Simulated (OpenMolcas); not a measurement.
# W²⁺: CASSCF terms and fine-structure levels, part 2 of 2

Which level of W²⁺ lies lowest, and where do the others fall? The reference wave functions come first, then spin-orbit coupling.

OpenMolcas 26.06; ANO-RCC-MB, DKH2, active space 4 electrons in 5 orbitals (5d), orbitals: per spin and parity. Earlier steps stand in the parts before.

## Step 6: RASSI: spin-orbit coupling between the states

Input file a.inp:

```
&RASSI
NrOfJobIphs=3 5 45 50
1 2 3 4 5
1 2 3 4 5 6 7 8 9 10 11 12 13 14 15 16 17 18 19 20 21 22 23 24 25 26 27
28 29 30 31 32 33 34 35 36 37 38 39 40 41 42 43 44 45
1 2 3 4 5 6 7 8 9 10 11 12 13 14 15 16 17 18 19 20 21 22 23 24 25 26 27
28 29 30 31 32 33 34 35 36 37 38 39 40 41 42 43 44 45 46 47 48 49 50
IphNames
JOB001
JOB002
JOB003
EJob
SpinOrbit
DIPRint=1.0
SOCoupling=1000.0
Subsets=2
MEES
Property=10
'ANGMOM' 1 'ANGMOM' 2 'ANGMOM' 3 'MLTPL  1' 1 'MLTPL  1' 2 'MLTPL  1' 3
'AMFI' 1 'AMFI' 2 'AMFI' 3 'MLTPL  2' 6
SOProperty=3
'ANGMOM' 1 'ANGMOM' 2 'ANGMOM' 3
```

The log of the run:

```text
SPIN-FREE ENERGIES:
  (Shifted by EMIN (a.u.) =     -16126.5415233133)

 SF State       Relative EMIN(au)   Rel lowest level(eV)    D:o, cm**(-1)      L_eff

     1             0.0000000000        0.0000000000              0.0000         2.0
     2             0.0000000000        0.0000000000              0.0000         2.0
     3             0.0000000000        0.0000000000              0.0000         2.0
     4             0.0000000000        0.0000000000              0.0000         2.0
     5             0.0000000000        0.0000000000              0.0000         2.0
     6             0.0579091618        1.5757885689          12709.5919         5.0
     7             0.0579091618        1.5757885689          12709.5919         5.0
     8             0.0579091618        1.5757885689          12709.5919         5.0
     9             0.0579091618        1.5757885689          12709.5919         5.0
    10             0.0579091618        1.5757885689          12709.5919         5.0
    11             0.0579091618        1.5757885689          12709.5919         5.0
    12             0.0579091618        1.5757885689          12709.5919         5.0
    13             0.0579091618        1.5757885689          12709.5919         5.0
    14             0.0579091618        1.5757885689          12709.5919         5.0
    15             0.0579091618        1.5757885689          12709.5919         5.0
    16             0.0579091618        1.5757885689          12709.5919         5.0
    17             0.0650563362        1.7702730923          14278.2154         1.0
    18             0.0650563362        1.7702730923          14278.2154         1.0
    19             0.0650563362        1.7702730923          14278.2154         1.0
    20             0.0665942745        1.8121225249          14615.7538         3.0
    21             0.0665942745        1.8121225249          14615.7538         3.0
    22             0.0665942745        1.8121225249          14615.7538         3.0
    23             0.0665942745        1.8121225249          14615.7538         3.0
    24             0.0665942745        1.8121225249          14615.7538         3.0
    25             0.0665942745        1.8121225249          14615.7538         3.0
    26             0.0665942745        1.8121225249          14615.7538         3.0
    27             0.0725709430        1.9747559590          15927.4810         4.0
    28             0.0725709430        1.9747559590          15927.4810         4.0
    29             0.0725709430        1.9747559590          15927.4810         4.0
    30             0.0725709430        1.9747559590          15927.4810         4.0
    31             0.0725709430        1.9747559590          15927.4810         4.0
    32             0.0725709430        1.9747559590          15927.4810         4.0
    33             0.0725709430        1.9747559590          15927.4810         4.0
    34             0.0725709430        1.9747559590          15927.4810         4.0
    35             0.0725709430        1.9747559590          15927.4810         4.0
    51             0.0868625982        2.3636517106          19064.1367         6.0
    52             0.0868625982        2.3636517106          19064.1367         6.0
    53             0.0868625982        2.3636517106          19064.1367         6.0
    54             0.0868625982        2.3636517106          19064.1367         6.0
    55             0.0868625982        2.3636517106          19064.1367         6.0
Eigenvalues of complex Hamiltonian:
   -----------------------------------
  (Shifted by EMIN (a.u.) =     -16126.5415233133)

 SO State       Relative EMIN(au)   Rel lowest level(eV)    D:o, cm**(-1)     J-value

     1            -0.0248793213        0.0000000000              0.0000         0.0
     2            -0.0184797201        0.1741420199           1404.5501         0.6
     3            -0.0184797201        0.1741420199           1404.5501         0.9
     4            -0.0184797201        0.1741420199           1404.5501         0.7
     5            -0.0108260337        0.3824094370           3084.3401         1.4
     6            -0.0108260337        0.3824094370           3084.3401         1.5
     7            -0.0108260337        0.3824094370           3084.3401         1.6
     8            -0.0108260337        0.3824094370           3084.3401         1.6
     9            -0.0108260337        0.3824094370           3084.3401         1.8
    10            -0.0032834792        0.5876528006           4739.7395         1.6
    11            -0.0032834792        0.5876528006           4739.7395         2.9
    12            -0.0032834792        0.5876528006           4739.7395         1.9
    13            -0.0032834792        0.5876528006           4739.7395         2.4
    14            -0.0032834792        0.5876528006           4739.7395         2.5
    15            -0.0032834792        0.5876528006           4739.7395         2.7
    16            -0.0032834792        0.5876528006           4739.7395         2.5
    17             0.0037570417        0.7792351354           6284.9552         2.2
    18             0.0037570417        0.7792351354           6284.9552         3.5
    19             0.0037570417        0.7792351354           6284.9552         3.0
    20             0.0037570417        0.7792351354           6284.9552         3.2
    21             0.0037570417        0.7792351354           6284.9552         3.2
    22             0.0037570417        0.7792351354           6284.9552         3.0
    23             0.0037570417        0.7792351354           6284.9552         3.6
    24             0.0037570417        0.7792351354           6284.9552         3.4
    25             0.0037570417        0.7792351354           6284.9552         3.3
    26             0.0349606046        1.6283273359          13133.3457        -0.0
    27             0.0400423384        1.7666083580          14248.6573         3.3
    28             0.0400423384        1.7666083581          14248.6573         3.8
    29             0.0400423384        1.7666083581          14248.6573         3.7
    30             0.0400423384        1.7666083579          14248.6573         3.1
    31             0.0400423384        1.7666083578          14248.6573         2.1
    32             0.0400423384        1.7666083578          14248.6573         3.4
    33             0.0400423384        1.7666083580          14248.6573         3.4
    34             0.0400423384        1.7666083578          14248.6573         2.8
    35             0.0400423384        1.7666083579          14248.6573         2.9
    36             0.0517072578        2.0840269862          16808.8112         3.4
    37             0.0517072578        2.0840269864          16808.8112         4.8
    38             0.0517072578        2.0840269862          16808.8112         4.5
    39             0.0517072578        2.0840269862          16808.8112         3.7
    40             0.0517072578        2.0840269863          16808.8112         4.2
    41             0.0517072578        2.0840269863          16808.8112         3.9
Weights of the five most important spin-orbit-free states for each spin-orbit state.

 SO State  Total energy (au)           Spin-free states, spin, and weights
 -------------------------------------------------------------------------------------------------------
    1        -0.024879       1 2.0  0.1683    2 2.0  0.1683    3 2.0  0.1683    4 2.0  0.1683    5 2.0  0.1683
    2        -0.018480       3 2.0  0.3352    5 2.0  0.2810    4 2.0  0.1204    1 2.0  0.0990    2 2.0  0.0886
    3        -0.018480       4 2.0  0.2863    5 2.0  0.2175    2 2.0  0.1525    1 2.0  0.1411    3 2.0  0.1270
    4        -0.018480       1 2.0  0.3144    2 2.0  0.3135    4 2.0  0.1479    3 2.0  0.0924    5 2.0  0.0562
    5        -0.010826       2 2.0  0.2347    1 2.0  0.2233    4 2.0  0.2076    5 2.0  0.1794    3 2.0  0.1193
    6        -0.010826       4 2.0  0.2345    1 2.0  0.2337    5 2.0  0.1867    3 2.0  0.1581    2 2.0  0.1513
    7        -0.010826       5 2.0  0.2654    2 2.0  0.2647    3 2.0  0.2459    4 2.0  0.1563    1 2.0  0.0319
    8        -0.010826       1 2.0  0.2545    3 2.0  0.1950    5 2.0  0.1840    4 2.0  0.1676    2 2.0  0.1632
    9        -0.010826       3 2.0  0.2459    1 2.0  0.2209    4 2.0  0.1983    2 2.0  0.1504    5 2.0  0.1487
   10        -0.003283       3 2.0  0.3321    2 2.0  0.1775    5 2.0  0.1622    4 2.0  0.1546    1 2.0  0.1288
   11        -0.003283       3 2.0  0.3034    1 2.0  0.2938    2 2.0  0.1437    5 2.0  0.1119    4 2.0  0.1023
   12        -0.003283       4 2.0  0.3539    3 2.0  0.3158    1 2.0  0.1451    2 2.0  0.0883    5 2.0  0.0520
```

Time for these steps: 22 s (1 thread, shared host).

Spin-free terms, from the roots grouped by L:

```tsv
configuration	term	E (cm⁻¹)
5d⁴	⁵D	0.0
5d⁴	³H	12710
5d⁴	³P(1)	14278
5d⁴	³F(1)	14616
5d⁴	³G	15927
5d⁴	¹I	19064
5d⁴	¹G(1)	20197
5d⁴	³D	20433
5d⁴	¹S(1)	23501
5d⁴	¹D(1)	24969
5d⁴	¹F	28717
5d⁴	³F(2)	33850
5d⁴	³P(2)	34188
5d⁴	¹G(2)	38402
5d⁴	¹D(2)	51650
5d⁴	¹S(2)	67072
```

Fine-structure levels, from the RASSI matrices grouped by J:

| Configuration | Term | J | E (cm⁻¹) | g | Leading % | Second |
| --- | --- | --- | --- | --- | --- | --- |
| 5d⁴ | ⁵D | 0 | 0.0 |  | 84 | 15 ³P(1) |
| 5d⁴ | ⁵D | 1 | 1405 | 1.500 | 92 | 7 ³P(1) |
| 5d⁴ | ⁵D | 2 | 3084 | 1.493 | 96 |  |
| 5d⁴ | ⁵D | 3 | 4740 | 1.486 | 96 | 3 ³F(1) |
| 5d⁴ | ⁵D | 4 | 6285 | 1.474 | 90 | 9 ³F(1) |
| 5d⁴ | ³P(1) | 0 | 13133 |  | 73 | 15 ⁵D |
| 5d⁴ | ³H | 4 | 14249 | 0.904 | 66 | 14 ³G |
| 5d⁴ | ³H | 5 | 16809 | 1.061 | 84 | 16 ³G |
| 5d⁴ | ³G | 3 | 17212 | 0.900 | 58 | 37 ³F(1) |
| 5d⁴ | ³P(1) | 1 | 17244 | 1.449 | 89 | 6 ⁵D |
| 5d⁴ | ³F(1) | 2 | 17943 | 0.723 | 86 | 9 ¹D(1) |
| 5d⁴ | ³H | 6 | 18150 | 1.142 | 85 | 15 ¹I |
| 5d⁴ | ³F(1) | 4 | 19622 | 1.095 | 43 | 26 ³G |
| 5d⁴ | ³P(1) | 2 | 21533 | 1.401 | 71 | 25 ³D |
| 5d⁴ | ³G | 4 | 21576 | 1.085 | 49 | 28 ¹G(1) |
| 5d⁴ | ³F(1) | 3 | 22176 | 0.965 | 60 | 37 ³G |
| 5d⁴ | ³G | 5 | 23830 | 1.173 | 84 | 16 ³H |
| 5d⁴ | ³D | 3 | 24751 | 1.293 | 87 | 6 ¹F |
| 5d⁴ | ¹I | 6 | 25625 | 1.025 | 85 | 15 ³H |
| 5d⁴ | ³D | 2 | 25726 | 1.165 | 49 | 20 ¹D(1) |
| 5d⁴ | ³D | 1 | 26852 | 0.560 | 94 | 4 ³P(1) |
| 5d⁴ | ¹G(1) | 4 | 29216 | 1.048 | 61 | 19 ³F(1) |
| 5d⁴ | ¹S(1) | 0 | 30726 |  | 85 | 12 ³P(1) |
| 5d⁴ | ¹D(1) | 2 | 32015 | 1.058 | 58 | 17 ³D |
| 5d⁴ | ¹F | 3 | 34243 | 1.034 | 77 | 10 ³D |
| 5d⁴ | ³P(2) | 2 | 38305 | 1.424 | 87 | 5 ³F(2) |
| 5d⁴ | ³F(2) | 4 | 39217 | 1.220 | 85 | 10 ¹G(2) |
| 5d⁴ | ³F(2) | 2 | 40415 | 0.739 | 83 | 8 ¹D(1) |
| 5d⁴ | ³F(2) | 3 | 41023 | 1.074 | 85 | 14 ¹F |
| 5d⁴ | ³P(2) | 1 | 42003 | 1.494 | 99 |  |
| 5d⁴ | ³P(2) | 0 | 43872 |  | 94 | 3 ¹S(1) |
| 5d⁴ | ¹G(2) | 4 | 44835 | 1.026 | 88 | 10 ³F(2) |
| 5d⁴ | ¹D(2) | 2 | 57567 | 1.001 | 98 |  |
| 5d⁴ | ¹S(2) | 0 | 73213 |  | 98 | 2 ³P(2) |

Orbitals of the lowest block:

```tsv
shell	space	energy (hartree)	mean occupation	⟨r²⟩ (bohr²)
1s	inactive	-2564.3596	2.000	0.000431
2s	inactive	-448.7007	2.000	0.00704
2p	inactive	-394.0405	6.000	0.00582
3s	inactive	-106.1994	2.000	0.0460
3p	inactive	-89.6103	6.000	0.0466
3d	inactive	-69.7373	10.000	0.0390
4s	inactive	-23.6723	2.000	0.229
4p	inactive	-18.1004	6.000	0.259
4d	inactive	-10.7492	10.000	0.303
4f	inactive	-2.5643	14.000	0.445
5s	inactive	-4.1385	2.000	1.32
5p	inactive	-2.6349	6.000	1.77
5d	RAS2		4.000	5.07
```

The strongest lines between these levels (CASSCF energies, vacuum wavelengths; moments from the reference wave functions; branching within the model space):

```tsv
upper	lower	type	λ (nm)	A (s-1)	branching %
5d⁴ ¹S₀(2)	5d⁴ ³D₂	E2	210.6	2.13e+01	19.2
5d⁴ ¹S₀(2)	5d⁴ ¹D₂(1)	E2	242.7	2.77e+01	25.0
5d⁴ ¹D₂(2)	5d⁴ ³G₄	E2	277.9	1.46e+01	22.7
5d⁴ ¹S₀(2)	5d⁴ ³P₁(2)	M1	320.4	3.58e+01	32.3
5d⁴ ¹D₂(2)	5d⁴ ¹G₄(1)	E2	352.7	1.47e+01	23.0
5d⁴ ¹G₄(2)	5d⁴ ³H₅	M1	356.8	4.58e+00	22.8
5d⁴ ¹G₄(2)	5d⁴ ³G₃	M1	362	2.84e+00	14.2
5d⁴ ³F₃(2)	5d⁴ ³H₅	E2	413	3.09e+00	18.5
5d⁴ ³F₄(2)	5d⁴ ³H₆	E2	474.7	3.27e+00	15.4
5d⁴ ³D₂	5d⁴ ⁵D₃	M1	476.5	6.34e+00	63.1
5d⁴ ³F₄(2)	5d⁴ ³F₄(1)	M1	510.3	3.90e+00	18.4
5d⁴ ¹G₄(2)	5d⁴ ¹I₆	E2	520.6	3.80e+00	18.9
5d⁴ ³D₃	5d⁴ ⁵D₄	M1	541.5	3.27e+00	46.1
5d⁴ ³F₂(2)	5d⁴ ³F₃(1)	M1	548.3	5.71e+00	23.5
5d⁴ ³F₄(2)	5d⁴ ³D₃	M1	691.2	2.53e+00	11.9
5d⁴ ³P₁(1)	5d⁴ ⁵D₂	M1	706.3	1.06e+01	88.4
5d⁴ ³F₄(1)	5d⁴ ⁵D₄	M1	749.8	3.40e+00	51.1
5d⁴ ¹G₄(1)	5d⁴ ³F₄(1)	M1	1042	4.75e+00	42.7
5d⁴ ¹F₃	5d⁴ ³D₃	M1	1053	2.83e+00	32.6
5d⁴ ¹I₆	5d⁴ ³H₅	M1	1134	1.91e+00	53.4
5d⁴ ¹I₆	5d⁴ ³H₆	M1	1338	1.66e+00	46.4
5d⁴ ¹G₄(1)	5d⁴ ³F₃(1)	M1	1421	2.21e+00	19.9
```

## Step 7: Comparison with measured levels

A. CASSCF

Energies in cm⁻¹ above each method's lowest level; measured values from NIST levels as listed in McCann et al., Mon. Not. R. Astron. Soc. 538, 537 (2025).

```tsv
level	A	measured
5d⁴ ⁵D₀	0.0	0.0
5d⁴ ⁵D₁	1405	2256
5d⁴ ⁵D₂	3084	4461
5d⁴ ⁵D₃	4740	6278
5d⁴ ⁵D₄	6285	7687
5d⁴ ³P₀(1)	13133	9904
5d⁴ ³H₄	14249	13701
5d⁴ ³H₅	16809	
5d⁴ ³G₃	17212	
5d⁴ ³P₁(1)	17244	12881
5d⁴ ³F₂(1)	17943	
5d⁴ ³H₆	18150	
5d⁴ ³F₄(1)	19622	
5d⁴ ³P₂(1)	21533	
5d⁴ ³G₄	21576	
5d⁴ ³F₃(1)	22176	
5d⁴ ³G₅	23830	
5d⁴ ³D₃	24751	
5d⁴ ¹I₆	25625	
5d⁴ ³D₂	25726	
5d⁴ ³D₁	26852	
5d⁴ ¹G₄(1)	29216	
5d⁴ ¹S₀(1)	30726	
5d⁴ ¹D₂(1)	32015	
5d⁴ ¹F₃	34243	
5d⁴ ³P₂(2)	38305	
5d⁴ ³F₄(2)	39217	
5d⁴ ³F₂(2)	40415	
5d⁴ ³F₃(2)	41023	
5d⁴ ³P₁(2)	42003
```

Mean absolute deviation from the 7 measured excited levels that all methods hold: A 1900 cm⁻¹.

## Step 8: What came out

The summary covers parts 1 to 2.

```
                                                                                   quantity                                                value
                                                                                     method                                               CASSCF
                                                                               lowest level                           5d⁴ ⁵D₀, 84 % of that term
                                                                ground level listed by NIST                                                  5D0
                                                                        first excited level                                 5d⁴ ⁵D₁ at 1405 cm⁻¹
                                                               lowest level of another term                             5d⁴ ³P₀(1) at 13133 cm⁻¹
                                                    spin-orbit lowering of the lowest level                                            5460 cm⁻¹
strongest of the lines computed, by gA (one parity, so forbidden lines), at CASSCF energies  5d⁴ ¹D₂(2) → 5d⁴ ¹G₄(1), 352.7 nm, A = 1.47e+01 s⁻¹
```

In words: The multiplet ⁵D is regular; its intervals divided by the larger J differ by 128 % of their mean, where Landé's rule for pure LS coupling makes them equal. The computed levels miss the measured ones by 1900 cm⁻¹ on average. Only the configurations of the active space and the roots asked for are present. Measured levels are paired by their LS label, which is uncertain where the leading share is low. Levels of other configurations are missing from the list.
